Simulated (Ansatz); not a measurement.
# Y (bcc type): how the settings move a single-point run

How sensitive is a single-point run of Y (bcc type) to its settings? A reference run comes first, then one run with altered input.

Program: Ansatz 0.2.0. Level of theory: reference: DFT, LDA, all-electron PAW with datasets made for the crystal, scalar-relativistic. These are calculated values, not measurements.

## (1) Starting point

The structure is cubic, space group Im-3m (No. 229). Conventional cell: a = 2.882 Å, b = 2.882 Å, c = 2.882 Å, α = 90.00°, β = 90.00°, γ = 90.00°. Y (site symmetry m-3m) is surrounded by 8 Y at 2.50 Å.

Coordinates:

```cif
data_structure
_symmetry_space_group_name_H-M 'P 1'
_symmetry_Int_Tables_number 1
_cell_length_a 2.4955
_cell_length_b 2.4955
_cell_length_c 2.4955
_cell_angle_alpha 109.471
_cell_angle_beta 109.471
_cell_angle_gamma 109.471
_cell_volume 11.96
loop_
_atom_site_label
_atom_site_type_symbol
_atom_site_fract_x
_atom_site_fract_y
_atom_site_fract_z
_atom_site_occupancy
Y1 Y 0.00000 0.00000 0.00000 1
```

## (2) The reference run

The input, input.yaml:

```yaml
crystal:
  lattice:
    - [-1.4407627332, 1.4407627332, 1.4407627332]
    - [1.4407627332, -1.4407627332, 1.4407627332]
    - [1.4407627332, 1.4407627332, -1.4407627332]
  atoms:
    - { symbol: "Y", position: [0.0, 0.0, 0.0] }
kpoints:
  mp_grid: { grid: [14, 14, 14] }
scf:
  occupations: { method: fermi_dirac, width: 0.05 }
hamiltonian:
  xc: lda
  pseudopotentials: { kind: all_electron, datasets: crystal }
output:
  forces: true
  stress: true
  eigenvalues: true
```

The run is started by

```bash
$ ansatz run input.yaml --threads 1 --pin off --max-ram 2048MiB --backend cpu --events-out ev --progress --plain --runs-dir out
```

## (3) Variant: occupations.method methfessel_paxton, occupations.width 0.2, preconditioner resta

input.yaml: that of step 2 with these lines changed.

```diff
@@ -10,3 +10,4 @@
 scf:
-  occupations: { method: fermi_dirac, width: 0.05 }
+  occupations: { method: methfessel_paxton, width: 0.2 }
+  mixing: { preconditioner: resta }
 hamiltonian:
```

Before running it: what results should come out? Wanted: for each run, ending; energy change; pressure; gap; force.

The runs gave:

```csv
run,ending,energy change,pressure (GPa),gap (eV),force (eV/Å),cycles,time
reference,converged,0,165.0,0.00,0.00,7,4.6 s
"1: occupations.method methfessel_paxton, occupations.width 0.2, preconditioner resta",converged,0.0 meV/atom (σ→0),165.0,0.00,0.00,7,4.5 s
```

Residual by cycle in the longest SCF loop of each run; runs are numbered as in the table. The quantity is the density residual dr2, in eV.

```csv
cycle,reference,run 1
1,0.305,0.305
2,0.00479,0.00478
3,5.5e-4,5.5e-4
4,1.3e-4,1.3e-4
5,2.5e-6,2.5e-6
6,5.3e-8,5.3e-8
7,8.5e-10,8.3e-10
```

What this shows: Changing the smearing and mixing leaves the energy as it was (0.0 meV/atom). The structure is not at rest: the sound run finds 165 GPa, so these are no properties of the relaxed crystal. 
